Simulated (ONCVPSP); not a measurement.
# Pseudopotential generation for germanium: ONCV, LDA (Perdew-Wang 92)

Task: generate the file, and judge it by its errors in other configurations, its logarithmic derivatives, its ghosts and its cutoff.

Method: ONCVPSP 4.0.1.1 (patched build), LDA (Perdew-Wang 92), scalar-relativistic.

### Step 1. Starting point

The settings as typed:

```json
{"element": "germanium (Ge, Z = 32)", "type": "optimised norm-conserving Vanderbilt (ONCV)", "frozen core": "[Ar] 3d10", "valence charge": "4", "reference configuration": "4s2 4p2", "partial waves": "4s: rc 1.50 bohr, ncon 5, nbas 8, qcut 5.5 1/bohr, 3 projectors, debl 0.7 Ha; 4p: rc 2.00 bohr, ncon 4, nbas 7, qcut 4 1/bohr, 2 projectors, debl 1.5 Ha; d scattering state at 0.27 Ha: rc 1.80 bohr, ncon 5, nbas 10, qcut 5.4 1/bohr, 2 projectors, debl 1.9 Ha", "local potential": "polynomial inside 1.50 bohr (lpopt 5, dvloc0 0 Ha)", "core correction": "Teter function, fcfact 4.25, rcfact 1.4"}
```

An earlier all-electron run gives the scale for the radii.

All-electron outer shells of the reference configuration (LDA (PZ), scalar-relativistic, ld1.x):

| shell | level (eV) | outermost node (bohr) | outermost maximum (bohr) |
| --- | --- | --- | --- |
| 3p | -115.38 | 0.23 | 0.54 |
| 3d | -29.55 | – | 0.50 |
| 4s | -11.95 | 0.77 | 1.73 |
| 4p | -4.05 | 0.82 | 2.19 |

### Step 2. Generating the potential

Ge.dat

```
# ATOM AND REFERENCE CONFIGURATION
# atsym  z   nc   nv     iexc    psfile
  Ge 32.00    6    2  -001012      upf
#
#   n    l    f
    1    0    2.00
    2    0    2.00
    2    1    6.00
    3    0    2.00
    3    1    6.00
    3    2   10.00
    4    0    2.00
    4    1    2.00
#
# PSEUDOPOTENTIAL AND OPTIMIZATION
# lmax
    2
#
#   l,   rc,      ep,       ncon, nbas, qcut
    0    1.50    0.00    5    8    5.50
    1    2.00    0.00    4    7    4.00
    2    1.80    0.27    5   10    5.40
#
# LOCAL POTENTIAL
# lloc, lpopt,  rc(5),   dvloc0
    4    5    1.50    0.00
#
# VANDERBILT-KLEINMAN-BYLANDER PROJECTORs
# l, nproj, debl
    0    3    0.70
    1    2    1.50
    2    2    1.90
#
# MODEL CORE CHARGE
# icmod, fcfact, rcfact
    3    4.25    1.40
#
# LOG DERIVATIVE ANALYSIS
# epsh1, epsh2, depsh
   -2.00    5.00    0.02
#
# OUTPUT GRID
# rlmax, drl
    6.00    0.01
#
# TEST CONFIGURATIONS
# ncnf
    4
# nvcnf
#   n    l    f
    2
    4    0    2.00
    4    1    1.00
#
    2
    4    0    2.00
    4    1    0.00
#
    2
    4    0    1.00
    4    1    0.00
#
    2
    4    0    0.00
    4    1    4.00
#
```

Started as:

```bash
$ oncvpsp.x < Ge.dat > Ge.out
```

What the program wrote to Ge.out (without the consistency checks and plot data):

```text
ONCVPSP  (Optimized Norm-Conservinng Vanderbilt PSeudopotential)
scalar-relativistic version 4.0.1.1, modified

#   n    l    f        energy (Ha)
    1    0    2.00    -4.0208007E+02
    2    0    2.00    -5.0326278E+01
    2    1    6.00    -4.4027711E+01
    3    0    2.00    -6.1642947E+00
    3    1    6.00    -4.2403417E+00
    3    2   10.00    -1.0862891E+00
    4    0    2.00    -4.3899520E-01
    4    1    2.00    -1.4871438E-01

Reference configufation results
  iterations    27
  all-electron total energy (Ha)   -2.09589946D+03

Begin loop to  construct optimized pseudo wave functions
and semi-local pseudopoentials for all angular momenta

   Wellstate for l =  0  n =  5
     eigenvalue =   0.2610
     asymptotic potential =   0.7610
     half-point radius =  5.6140

   Wellstate for l =  0  n =  6
     eigenvalue =   0.9610
     asymptotic potential =   1.4610
     half-point radius =  5.5916

Calculating optimized projector #   1

 for l=   0

    Fraction of norm inside rc  0.225261
    Optimizing pswf for qcut=   5.49 a_B^-1,  ecut=  15.09 Ha
    Residual kinetic energy error=  2.99D-03 Ha

    Energy error per electron        Cutoff
         Ha          eV             Ha
         0.01000     0.27211        5.77
         0.00100     0.02721       50.99
         0.00010     0.00272       71.06
         0.00001     0.00027       80.82

Calculating optimized projector #   2

 for l=   0

    Fraction of norm inside rc  0.081484
    Optimizing pswf for qcut=   5.49 a_B^-1,  ecut=  15.09 Ha
    Residual kinetic energy error=  3.83D-04 Ha

    Energy error per electron        Cutoff
         Ha          eV             Ha
         0.01000     0.27211        5.33
         0.00100     0.02721        8.65
         0.00010     0.00272       34.26
         0.00001     0.00027       94.80

Calculating optimized projector #   3

 for l=   0

    Fraction of norm inside rc  0.070743
    Optimizing pswf for qcut=   5.49 a_B^-1,  ecut=  15.09 Ha
    Residual kinetic energy error=  2.73D-04 Ha

    Energy error per electron        Cutoff
         Ha          eV             Ha
         0.01000     0.27211        6.49
         0.00100     0.02721        9.63
         0.00010     0.00272       63.98
         0.00001     0.00027       96.13

   Wellstate for l =  1  n =  5
     eigenvalue =   1.3513
     asymptotic potential =   1.8513
     half-point radius =  3.2106

Calculating optimized projector #   1

 for l=   1

    Fraction of norm inside rc  0.254345
    Optimizing pswf for qcut=   4.00 a_B^-1,  ecut=   7.99 Ha
    Residual kinetic energy error=  3.59D-04 Ha

    Energy error per electron        Cutoff
         Ha          eV             Ha
         0.01000     0.27211        1.88
         0.00100     0.02721        6.24
         0.00010     0.00272       16.41
         0.00001     0.00027       33.68

Calculating optimized projector #   2

 for l=   1

    Fraction of norm inside rc  0.262803
    Optimizing pswf for qcut=   4.00 a_B^-1,  ecut=   7.99 Ha
    Residual kinetic energy error=  2.22D-03 Ha

    Energy error per electron        Cutoff
         Ha          eV             Ha
         0.01000     0.27211        6.26
         0.00100     0.02721        9.02
         0.00010     0.00272       29.39
         0.00001     0.00027       50.54

   Wellstate for l =  2  n =  4
     eigenvalue =   0.2700
     asymptotic potential =   0.7700
     half-point radius =  5.3402

   Wellstate for l =  2  n =  5
     eigenvalue =   2.1700
     asymptotic potential =   2.6700
     half-point radius =  3.1822

Calculating optimized projector #   1

 for l=   2

    Fraction of norm inside rc  0.055232
    Optimizing pswf for qcut=   5.40 a_B^-1,  ecut=  14.56 Ha
    Residual kinetic energy error=  6.18D-03 Ha

    Energy error per electron        Cutoff
         Ha          eV             Ha
         0.01000     0.27211       12.73
         0.00100     0.02721       72.99
         0.00010     0.00272      113.42
         0.00001     0.00027      124.71

Calculating optimized projector #   2

 for l=   2

    Fraction of norm inside rc  0.254205
    Optimizing pswf for qcut=   5.40 a_B^-1,  ecut=  14.56 Ha
    Residual kinetic energy error=  2.10D-01 Ha

    Energy error per electron        Cutoff
         Ha          eV             Ha
         0.01000     0.27211      115.67
         0.00100     0.02721      142.25
         0.00010     0.00272      154.78
         0.00001     0.00027      184.83

Construct Vanderbilt / Kleinmman-Bylander projectors

B matrix Hermiticity error, ll=   0
   1   2    3.0595E-05
   1   3   -6.1994E-05
   2   3    2.0128E-05

  Orthonormal projector coefficients -8.3231E+01 -1.8232E+01  4.1565E+00

B matrix Hermiticity error, ll=   1
   1   2    8.3604E-05

  Orthonormal projector coefficients  3.6173E+00  5.2300E-01

B matrix Hermiticity error, ll=   2
   1   2    7.3180E-05

  Orthonormal projector coefficients -1.4780E+01  6.4248E+00

Model core correction analysis
  based on d2Exc/dn_idn_j

d2excae - all-electron derivatives

   -2.897478D-02   -2.278963D-02
   -2.278919D-02   -2.449923D-02

d2excps - pseudofunction derivatives with no core correction

   -4.208050D-02   -2.894728D-02
   -2.895095D-02   -2.760243D-02

rms 2nd derivative error    8.019879E-03

rmatch, rhocmatch    1.5203    0.6932

Teter function model core charge with specified parameters

d2excps - pseudofunction derivatives with core correction

   -3.105274D-02   -2.355219D-02
   -2.355172D-02   -2.474228D-02

rms 2nd derivative error    1.176853E-03

Pseudoatom total energy   -3.893662

Diagnostic tests using Vanderbilt-Kleinman-Bylander pseudopotentials
  1 or more projectors used as specified by nproj input data

   l    rcore       rmatch      e in        delta e   norm test  slope test

   0   1.5022667   1.5478788  -0.4389952  -0.0000051   1.0000329   1.0000574
   0   1.5022667   1.5478788   0.2610048  -0.0000151   1.0001666   1.0001666
   0   1.5022667   1.5478788   0.9610048  -0.0000238   1.0002153   1.0002153

   1   2.0019357   2.0627188  -0.1487144   0.0000002   1.0000198   1.0000033
   1   2.0019357   2.0627188   1.3512856   0.0000009   1.0001670   1.0001670

   2   1.8083582   1.8632638   0.2700000   0.0000102   1.0004459   1.0004459
run_diag: lschvkbbe ERROR   2   3   2  60  2.17000001E+00  1.90300001E+00
   2   1.8083582   1.8632638   2.1700000  -0.2670000   1.6359053   2.5845277

 Testing for bound ghosts
   n   l    E NL Schr. Eq   E Basis Diag.   E Cutoff

       0                       -6.342435    153.43  WARNING - GHOST(-)
   1   0       -0.439000       -0.421265    153.43

   2   1       -0.148714       -0.135153     55.02

       2                       -0.367322    168.33  WARNING - GHOST(-)

 Testing for highly-localized positive-energy ghosts
       l    <radius>/rc     E Basis Diag.   E Cutoff

       0        0.287050        2.552510    153.43  WARNING - GHOST(+)

Test configuration 0

   n   l     f        eae           eps        diff
   1   0  2.0000 -402.08006791
   2   0  2.0000  -50.32627815
   2   1  6.0000  -44.02771123
   3   0  2.0000   -6.16429471
   3   1  6.0000   -4.24034169
   3   2 10.0000   -1.08628908
   4   0  2.0000   -0.43899520   -0.43900026   -5.06D-06
   4   1  2.0000   -0.14871438   -0.14871418    2.05D-07

    Total energies and differences
      AE_ref= -2.09589946D+03  AE_tst= -2.09589946D+03  dif=  0.00D+00
      PS_ref= -3.89366196D+00  PS_tst= -3.89366196D+00  dif= -2.22D-15
      PSP excitation error=  2.22D-15

Test configuration 1

   n   l     f        eae           eps        diff
   1   0  2.0000 -402.41701054
   2   0  2.0000  -50.66024650
   2   1  6.0000  -44.36208384
   3   0  2.0000   -6.49803710
   3   1  6.0000   -4.57407500
   3   2 10.0000   -1.41913436
   4   0  2.0000   -0.74021131   -0.74123422   -1.02D-03
   4   1  1.0000   -0.42146137   -0.42206032   -5.99D-04

    Total energies and differences
      AE_ref= -2.09589946D+03  AE_tst= -2.09561905D+03  dif=  2.80D-01
      PS_ref= -3.89366196D+00  PS_tst= -3.61300583D+00  dif=  2.81D-01
      PSP excitation error= -2.44D-04

Test configuration 2

   n   l     f        eae           eps        diff
   1   0  2.0000 -402.82842097
   2   0  2.0000  -51.06508515
   2   1  6.0000  -44.76777488
   3   0  2.0000   -6.90192104
   3   1  6.0000   -4.97785661
   3   2 10.0000   -1.82088312
   4   0  2.0000   -1.08894223   -1.09302211   -4.08D-03

    Total energies and differences
      AE_ref= -2.09589946D+03  AE_tst= -2.09504172D+03  dif=  8.58D-01
      PS_ref= -3.89366196D+00  PS_tst= -3.03402843D+00  dif=  8.60D-01
      PSP excitation error= -1.89D-03

Test configuration 3

   n   l     f        eae           eps        diff
   1   0  2.0000 -403.35892087
   2   0  2.0000  -51.58296644
   2   1  6.0000  -45.28677520
   3   0  2.0000   -7.41979906
   3   1  6.0000   -5.49515852
   3   2 10.0000   -2.33293259
   4   0  1.0000   -1.50292907   -1.51434379   -1.14D-02

    Total energies and differences
      AE_ref= -2.09589946D+03  AE_tst= -2.09374760D+03  dif=  2.15D+00
      PS_ref= -3.89366196D+00  PS_tst= -1.73232772D+00  dif=  2.16D+00
      PSP excitation error= -9.47D-03

Test configuration 4

   n   l     f        eae           eps        diff
   1   0  2.0000 -402.20655364
   2   0  2.0000  -50.44831893
   2   1  6.0000  -44.14956232
   3   0  2.0000   -6.28990397
   3   1  6.0000   -4.36549055
   3   2 10.0000   -1.20805880
   4   1  4.0000   -0.19593250   -0.19640496   -4.72D-04

    Total energies and differences
      AE_ref= -2.09589946D+03  AE_tst= -2.09529809D+03  dif=  6.01D-01
      PS_ref= -3.89366196D+00  PS_tst= -3.29141952D+00  dif=  6.02D-01
      PSP excitation error= -8.72D-04
```

It took 3.8 s on 1 thread of Neoverse-V2, shared host.

All-electron and pseudo partial waves u(r) = r·R(r), from the program's wave files:

| r (bohr) | 4s AE | 4s PS |
| --- | --- | --- |
| 0.100 | 0.1577 | 0.0281 |
| 0.200 | 0.1360 | 0.0502 |
| 0.300 | -0.1395 | 0.0704 |
| 0.400 | -0.3201 | 0.0989 |
| 0.500 | -0.3448 | 0.1398 |
| 0.600 | -0.2576 | 0.1885 |
| 0.700 | -0.1128 | 0.2388 |
| 0.800 | 0.0506 | 0.2906 |
| 0.900 | 0.2093 | 0.3487 |
| 1.000 | 0.3511 | 0.4171 |
| 1.100 | 0.4708 | 0.4943 |
| 1.200 | 0.5671 | 0.5726 |
| 1.300 | 0.6412 | 0.6417 |
| 1.400 | 0.6949 | 0.6949 |
| 1.500 | 0.7311 | 0.7310 |
| 1.600 | 0.7521 | 0.7521 |
| 1.700 | 0.7607 | 0.7607 |
| 1.800 | 0.7589 | 0.7589 |
| 1.900 | 0.7488 | 0.7488 |
| 2.000 | 0.7323 | 0.7322 |
| 2.100 | 0.7107 | 0.7107 |
| 2.200 | 0.6853 | 0.6853 |
| 2.300 | 0.6573 | 0.6573 |
| 2.400 | 0.6275 | 0.6275 |
| 2.500 | 0.5966 | 0.5966 |
| 2.600 | 0.5653 | 0.5652 |

Densities times 4π (e/bohr³); a dash where the program caps the true core:

| r (bohr) | pseudo valence | true core | model core |
| --- | --- | --- | --- |
| 0.100 | 0.1593 | – | 2.926 |
| 0.300 | 0.1238 | – | 2.766 |
| 0.500 | 0.1964 | – | 2.472 |
| 0.700 | 0.3106 | – | 2.085 |
| 0.900 | 0.42 | – | 1.657 |
| 1.100 | 0.5651 | – | 1.237 |
| 1.300 | 0.6854 | 1.975 | 0.8637 |
| 1.500 | 0.6954 | 0.7618 | 0.5614 |
| 1.700 | 0.6206 | 0.3108 | 0.337 |
| 1.900 | 0.5118 | 0.1328 | 0.185 |
| 2.100 | 0.4027 | 0.05881 | 0.09137 |
| 2.300 | 0.3081 | 0.02675 | 0.0397 |
| 2.500 | 0.2318 | 0.01241 | 0.01456 |

### Step 3. Transferability, from the output's test configurations

Energies count from the reference configuration 4s2 4p2; the error is all-electron less pseudo.

```csv
valence configuration,charge,ΔE all-electron (eV),error AE − PS (meV)
4s2 4p1,+1,7.630,-6.6
4s2 4p0,+2,23.340,-51
4s1 4p0,+3,58.555,-258
4s0 4p4,0,16.364,-24
```

### Step 4. Scattering by logarithmic derivatives

Taken from the files of the generation run. The phase is arctan(r·R′/R) of the radial function R, unwrapped, with energies in Ha. A pole is an energy at which the radial function vanishes at the test radius. The pseudo phase is shifted by a multiple of π to meet the all-electron one at the reference energy. Levels narrower than the energy grid can be missing from the poles. The last column is the largest difference on the grid between −0.5 and +0.5 Ha.

```tsv
channel	radius (bohr)	reference (Ha)	poles AE	poles PS	window around the reference with phases within 0.05 rad (Ha)	largest difference near zero (rad)
s	1.52	-0.44	3.85	2.50, 3.86	below 2.5	0.000
p	2.03	-0.15	1.67	1.67	below 3.4	0.000
d	1.83	0.27	-1.00, 3.83	-0.34, 4.05	-0.1 to 4.8	0.658
```

Phases (rad) along the scan:

| E (Ha) | d AE | d PS | p AE | p PS |
| --- | --- | --- | --- | --- |
| -1.98 | 1.166 | 1.250 | 1.179 | 1.177 |
| -1.62 | 1.047 | 1.215 | 1.101 | 1.099 |
| -1.26 | 0.281 | 1.167 | 0.971 | 0.970 |
| -0.90 | -1.710 | 1.091 | 0.721 | 0.720 |
| -0.54 | -1.934 | 0.872 | 0.180 | 0.180 |
| -0.18 | -2.095 | -2.030 | -0.603 | -0.603 |
| 0.18 | -2.316 | -2.315 | -1.076 | -1.076 |
| 0.54 | -2.705 | -2.698 | -1.299 | -1.299 |
| 0.90 | -3.330 | -3.310 | -1.422 | -1.422 |
| 1.26 | -3.895 | -3.883 | -1.502 | -1.502 |
| 1.62 | -4.213 | -4.210 | -1.563 | -1.563 |
| 1.98 | -4.388 | -4.388 | -1.616 | -1.616 |
| 2.34 | -4.495 | -4.495 | -1.667 | -1.669 |
| 2.70 | -4.569 | -4.567 | -1.726 | -1.730 |
| 3.06 | -4.624 | -4.619 | -1.801 | -1.815 |
| 3.42 | -4.668 | -4.659 | -1.920 | -1.965 |
| 3.78 | -4.707 | -4.691 | -2.153 | -2.353 |
| 4.14 | -4.743 | -4.719 | -2.752 | -3.508 |
| 4.50 | -4.779 | -4.744 | -3.731 | -4.240 |
| 4.86 | -4.819 | -4.767 | -4.201 | -4.470 |

### Step 5. Plane-wave cutoff and ghosts

From the same output: the cutoffs (Ha) at which the residual kinetic energy of the hardest occupied pseudo-wave falls to 1 and 0.1 mHa per electron are 51 Ha and 71 Ha.

The program's own ghost test: GHOST(-) flagged for s at -172.6 eV, d at -10.0 eV; GHOST(+) flagged for s at 69.5 eV.

Cutoff (Ha) at which the first wave of each channel reaches a given error (Ha per electron):

| error | s | p | d |
| --- | --- | --- | --- |
| 1.0e-02 | 5.8 | 1.9 | 12.7 |
| 3.2e-03 | 14.7 | 2.7 | 24.8 |
| 1.0e-03 | 51.0 | 6.2 | 73.0 |
| 3.2e-04 | 63.7 | 8.3 | 105.6 |
| 1.0e-04 | 71.1 | 16.4 | 113.4 |
| 3.2e-05 | 76.3 | 29.6 | 119.5 |
| 1.0e-05 | 80.8 | 33.7 | 124.7 |

### Step 6. Results

| quantity | value |
| --- | --- |
| cutoffs for 1 and 0.1 mHa per electron, occupied waves | 51 Ha and 71 Ha |
| bound ghosts | s at -172.59 eV, d at -10.00 eV |
| GHOST(+) flags | s at 69 eV |
| largest test error (AE − PS) | -258 meV, for 4s1 4p0 |
| largest phase difference near zero energy, channels read | 0.658 rad |
| rms error of d²Exc/dn², without and with the model core | 8.02 and 1.18 mHa |

What this shows: A bound ghost (s, d) makes it unfit for use: electrons can fall into a state that the atom doesn't have. Close by lies the frozen 3s level (-167.7 eV). The worst unpolarised test, 4s1 4p0, is off by 258 meV on 58.6 eV; by total energies transferability rates as poor. That test lies far up in energy; among those under 40 eV, nearer to bonding, the largest error is 51 meV. By its cutoff, 51 Ha for the looser tolerance, it is hard. At the looser tolerance the 4s wave is the slowest; 4p needs 6 Ha. That counts occupied waves only; other projectors can need more. Near zero energy the largest phase difference among the channels read is 0.66 rad, in the d channel (at the energies tabulated). The program also flags highly localised states, GHOST(+) (s). These are tests on the free atom; a crystal test is still owed.
